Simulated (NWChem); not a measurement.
**One shape, several levels: C2H7BO (SMILES CBOC)**

Aim: a comparison of 3 runs (HF/def2-SVP, M06-2X/def2-SVP, PBE0/def2-SVP) of C2H7BO. 

The calculation is run with NWChem 7.3.0.

## 1. The system as given

C2H7BO has 11 atoms, charge 0, and is taken as a singlet. SMILES: `CBOC`. Geometry: relaxed at PBE0-D4/def2-TZVP. This is one conformer, not always the lowest.

Bond lengths: C1–B2 1.560 Å, B2–O3 1.348 Å, O3–C4 1.411 Å, C1–H5 1.091 Å, C1–H6 1.096 Å, C1–H7 1.096 Å, B2–H8 1.208 Å, C4–H9 1.092 Å, C4–H10 1.094 Å, C4–H11 1.092 Å. Some angles: C1–B2–O3 119.6°, B2–O3–C4 122.3°, C1–B2–H8 122.0°, O3–B2–H8 118.4°, B2–C1–H5 113.4°, B2–C1–H6 110.3°, B2–C1–H7 110.1°, O3–C4–H9 109.0°, O3–C4–H10 111.4°, O3–C4–H11 109.1°.

## 2. Energy and forces at HF/def2-SVP (run 1)

Input file struct.xyz:

```xyz
11
C2H7BO
C     -1.306200     1.341700    -0.364700
B     -0.434700     0.206700     0.257100
O      0.626600    -0.267100    -0.425200
C      1.454400    -1.289700     0.083900
H     -0.966000     1.657000    -1.352600
H     -2.351400     1.021300    -0.437600
H     -1.315700     2.214600     0.297900
H     -0.678700    -0.268200     1.340800
H      1.446400    -2.133000    -0.610100
H      1.113800    -1.626100     1.067400
H      2.476800    -0.914200     0.163700
```

Input file struct.nw:

```
start struct
title "C2H7BO"
memory total 2200 mb

geometry units angstrom noautosym nocenter noautoz
   load format xyz struct.xyz
end

basis spherical bse
   * library def2-SVP
end

scf
   thresh 1e-08
   maxiter 80
   print medium
end

task scf gradient
```

Started as:

```bash
nwchem struct.nw > struct.out
```

Output:

```text
[...]
  functions       =    91
[...]
  wavefunction    = RHF
[...]
         Total SCF energy =   -179.268260324650
      One-electron energy =   -469.749408070312
      Two-electron energy =    175.943847409703
 Nuclear repulsion energy =    114.537300335960
        Time for solution =      7.2s
[...]
                         RHF ENERGY GRADIENTS
    atom               coordinates                        gradient
                 x          y          z           x          y          z
   1 C      -2.468360   2.535445  -0.689183    0.007248  -0.007453   0.001708
   2 B      -0.821464   0.390606   0.485849   -0.008645   0.005311   0.003478
   3 O       1.184102  -0.504746  -0.803511   -0.001507   0.007861  -0.010554
   4 C       2.748417  -2.437180   0.158548    0.002792  -0.005482   0.005143
   5 H      -1.825475   3.131276  -2.556043   -0.000248   0.000635  -0.000622
   6 H      -4.443502   1.929977  -0.826944   -0.000412   0.000308   0.000416
   7 H      -2.486312   4.184987   0.562949   -0.000548   0.000172   0.000307
   8 H      -1.282557  -0.506825   2.533745    0.001224  -0.000613  -0.000762
   9 H       2.733300  -4.030786  -1.152922   -0.000227  -0.001175  -0.001657
  10 H       2.104777  -3.072883   2.017094   -0.001308  -0.000641   0.002751
  11 H       4.680473  -1.727587   0.309348    0.001631   0.001077  -0.000208
[...]
```

It took 9.6 s on 1 thread of Intel Xeon 6975P-C (Granite Rapids), shared host; peak memory 0.1 GiB.

## 3. Energy and forces at M06-2X/def2-SVP (run 2)

Input file c2h7bo.nw:

```
start c2h7bo
title "C2H7BO gradient"
memory 2200 mb
charge 0
geometry units angstrom noautosym nocenter noautoz
  C       -1.306200       1.341700      -0.364700
  B       -0.434700       0.206700       0.257100
  O        0.626600      -0.267100      -0.425200
  C        1.454400      -1.289700       0.083900
  H       -0.966000       1.657000      -1.352600
  H       -2.351400       1.021300      -0.437600
  H       -1.315700       2.214600       0.297900
  H       -0.678700      -0.268200       1.340800
  H        1.446400      -2.133000      -0.610100
  H        1.113800      -1.626100       1.067400
  H        2.476800      -0.914200       0.163700
end
basis spherical bse
  * library def2-SVP
end
dft
  xc m06-2x
  grid fine
  convergence energy 1e-08
  maxiter 100
  mulliken
end
task dft gradient
```

Started as:

```bash
nwchem c2h7bo.nw > c2h7bo.out
```

Output:

```text
[...]
          Wavefunction type:  closed shell.
          No. of atoms     :    11
          No. of electrons :    32
[...]
          Charge           :     0
          Spin multiplicity:     1
[...]
          AO basis - number of functions:    91
[...]
              XC Information
              --------------
                       M06-2X Method XC Functional
                     Hartree-Fock (Exact) Exchange  0.540
                        M06-2X Exchange Functional  1.000
                      M06-2X Correlation Potential  1.000
[...]
 d= 0,ls=0.0,diis     1   -180.2599480614 -2.95D+02  8.56D-03  3.74D-01     1.7
[...]
 d= 0,ls=0.0,diis     9   -180.3126039542 -7.35D-09  7.63D-07  7.26D-09    13.7
         Total DFT energy =     -180.312603954236
      One electron energy =     -469.988499526895
           Coulomb energy =      201.170359160549
    Exchange-Corr. energy =      -26.031763923850
 Nuclear repulsion energy =      114.537300335960
[...]
  wavefunction    = closed shell
                         DFT ENERGY GRADIENTS
    atom               coordinates                        gradient
                 x          y          z           x          y          z
   1 C      -2.468360   2.535445  -0.689183    0.001047  -0.000798  -0.000329
   2 B      -0.821464   0.390606   0.485849   -0.002251   0.000890   0.001800
   3 O       1.184102  -0.504746  -0.803511   -0.000882   0.001921  -0.001936
   4 C       2.748417  -2.437180   0.158548    0.003108  -0.004551   0.003240
   5 H      -1.825475   3.131276  -2.556043   -0.001980  -0.000738   0.003981
   6 H      -4.443502   1.929977  -0.826944    0.003868   0.001599   0.000197
   7 H      -2.486312   4.184987   0.562949   -0.000238  -0.003111  -0.002716
   8 H      -1.282557  -0.506825   2.533745    0.000673   0.000966  -0.002516
   9 H       2.733300  -4.030786  -1.152922   -0.000336   0.003677   0.002592
  10 H       2.104777  -3.072883   2.017094    0.001416   0.001257  -0.003886
  11 H       4.680473  -1.727587   0.309348   -0.004426  -0.001113  -0.000427
[...]
```

Wall time 18 s (1 thread of Intel Xeon 6975P-C (Granite Rapids), shared host); peak memory 0.12 GiB.

## 4. Energy and forces at PBE0/def2-SVP (run 3)

Input file run.py:

```python
from ase import Atoms
from ase.calculators.nwchem import NWChem

mol = Atoms(['C', 'B', 'O', 'C', 'H', 'H', 'H', 'H', 'H', 'H', 'H'], positions=[
    [-1.306200, 1.341700, -0.364700],
    [-0.434700, 0.206700, 0.257100],
    [0.626600, -0.267100, -0.425200],
    [1.454400, -1.289700, 0.083900],
    [-0.966000, 1.657000, -1.352600],
    [-2.351400, 1.021300, -0.437600],
    [-1.315700, 2.214600, 0.297900],
    [-0.678700, -0.268200, 1.340800],
    [1.446400, -2.133000, -0.610100],
    [1.113800, -1.626100, 1.067400],
    [2.476800, -0.914200, 0.163700],
])

calc = NWChem(
    label='c2h7bo',
    theory='dft',
    memory='2200 mb',
    basis='def2-SVP',
    basispar='spherical bse',
    dft={'xc': 'pbe0', 'mult': '1', 'grid': 'fine', 'convergence': 'energy 1e-08', 'iterations': '100', 'mulliken': None},
)
mol.calc = calc

forces = mol.get_forces()
print(f"energy = {mol.get_potential_energy():.6f} eV")
print("forces (eV/A):")
for s, f in zip(mol.symbols, forces):
    print(f"{s:2s} {f[0]:10.5f} {f[1]:10.5f} {f[2]:10.5f}")
print("dipole (e A):", mol.get_dipole_moment().round(4))
```

Started as:

```bash
export ASE_NWCHEM_COMMAND="nwchem PREFIX.nwi > PREFIX.nwo"
python run.py
```

Output:

```text
energy = -4903.108620 eV
forces (eV/A):
C     0.06721   -0.08274    0.04818
B     0.10171    0.05610   -0.23490
O     0.08623   -0.14650    0.12053
C    -0.29269    0.37363   -0.20996
H     0.10151    0.07204   -0.25917
H    -0.25582   -0.09081   -0.00910
H     0.00185    0.20517    0.17350
H    -0.06469   -0.10454    0.25706
H     0.02777   -0.24755   -0.17257
H    -0.07060   -0.10398    0.25906
H     0.29758    0.06916    0.02736
dipole (e A): [ 0.1361 -0.1704  0.0897]
```

The calculator wrote c2h7bo.nwi:

```
title "c2h7bo"

permanent_dir c2h7bo

scratch_dir c2h7bo

start c2h7bo

geometry units angstrom nocenter noautosym noautoz
  C  -1.3062000000000000e+00 1.3416999999999999e+00 -3.6470000000000002e-01
  B  -4.3469999999999998e-01 2.0669999999999999e-01 2.5710000000000000e-01
  O  6.2660000000000005e-01 -2.6710000000000000e-01 -4.2520000000000002e-01
  C  1.4543999999999999e+00 -1.2897000000000001e+00 8.3900000000000002e-02
  H  -9.6599999999999997e-01 1.6570000000000000e+00 -1.3526000000000000e+00
  H  -2.3513999999999999e+00 1.0213000000000001e+00 -4.3759999999999999e-01
  H  -1.3157000000000001e+00 2.2145999999999999e+00 2.9790000000000000e-01
  H  -6.7869999999999997e-01 -2.6819999999999999e-01 1.3408000000000000e+00
  H  1.4463999999999999e+00 -2.1330000000000000e+00 -6.1009999999999998e-01
  H  1.1137999999999999e+00 -1.6261000000000001e+00 1.0673999999999999e+00
  H  2.4767999999999999e+00 -9.1420000000000001e-01 1.6370000000000001e-01
end

memory 2200 mb

basis spherical bse noprint
   * library def2-SVP
end

dft
  xc pbe0
  mult 1
  grid fine
  convergence energy 1e-08
  iterations 100
  mulliken
end

task dft gradient
```

c2h7bo.nwo:

```text
Northwest Computational Chemistry Package (NWChem) 7.3.0
             --------------------------------------------------------

           Job information
           ---------------

    nwchem branch   = 7.3.0
    use scalapack   = T
    input           = c2h7bo.nwi
    prefix          = c2h7bo.
    data base       = c2h7bo/c2h7bo.db
    status          = startup
    nproc           =        1

           Memory information
           ------------------

    heap     =     72089598 doubles =      550.0 Mbytes
    stack    =     72089595 doubles =      550.0 Mbytes
    global   =    144179200 doubles =     1100.0 Mbytes (distinct from heap & stack)
    total    =    288358393 doubles =     2200.0 Mbytes
    verify   = yes
    hardfail = no

[... 111 lines left out ...]
  convergence criterion.
[... 40 lines left out ...]
          Spatial weights used:  Erf1
[... 72 lines left out ...]
         Total DFT energy =     -180.185919797267
[... 3 lines left out ...]
 Nuclear repulsion energy =      114.537300335959
[... 709 lines left out ...]
          Convergence on gradient requested:  5.00D-04
[... 27 lines left out ...]
          total energy or number of iterations.
[... 26 lines left out ...]
                         DFT ENERGY GRADIENTS

    atom               coordinates                        gradient
                 x          y          z           x          y          z
   1 C      -2.468360   2.535445  -0.689183   -0.001307   0.001609  -0.000937
   2 B      -0.821464   0.390606   0.485849   -0.001978  -0.001091   0.004568
   3 O       1.184102  -0.504746  -0.803511   -0.001677   0.002849  -0.002344
[... 7 lines of this table left out ...]
  11 H       4.680473  -1.727587   0.309348   -0.005787  -0.001345  -0.000532

                 ----------------------------------------
                 |  Time  |  1-e(secs)   |  2-e(secs)   |
                 ----------------------------------------
                 |  CPU   |       0.01   |       1.43   |
                 ----------------------------------------
                 |  WALL  |       0.01   |       1.43   |
                 ----------------------------------------

 Task  times  cpu:       12.4s     wall:       12.4s
 Total times  cpu:       12.4s     wall:       12.4s
```

It took 14 s on 1 thread of Intel Xeon 6975P-C (Granite Rapids), shared host; peak memory 0.12 GiB.

## 5. All runs side by side

```
run            level  iteration cap  module  energy (Eh)  dipole moment (D)  HOMO energy (eV)  LUMO energy (eV)  wall time
  1      HF/def2-SVP             80     scf  -179.268260               1.28            -12.00              4.18      9.6 s
  2  M06-2X/def2-SVP            100     dft  -180.312604               1.18             -9.66              1.49       18 s
  3    PBE0/def2-SVP            100     dft  -180.185920               1.13             -8.27              0.49       14 s
```

## 6. Results

```
                       quantity          value
            run 3: total energy  -180.18592 Eh
           run 3: dipole moment         1.13 D
             run 3: HOMO energy       -8.27 eV
             run 3: LUMO energy        0.49 eV
           run 3: HOMO–LUMO gap        8.76 eV
run 3: largest force on an atom     0.519 eV/Å
```

The dipole moment (its size) runs from 1.13 D (PBE0/def2-SVP) to 1.28 D (HF/def2-SVP). The HOMO–LUMO gap runs from 8.76 eV (PBE0/def2-SVP) to 16.18 eV (HF/def2-SVP). Exact exchange widens orbital gaps. Totals of different functionals can't be ranked against each other. All runs together took 41 s, the longest 18 s.
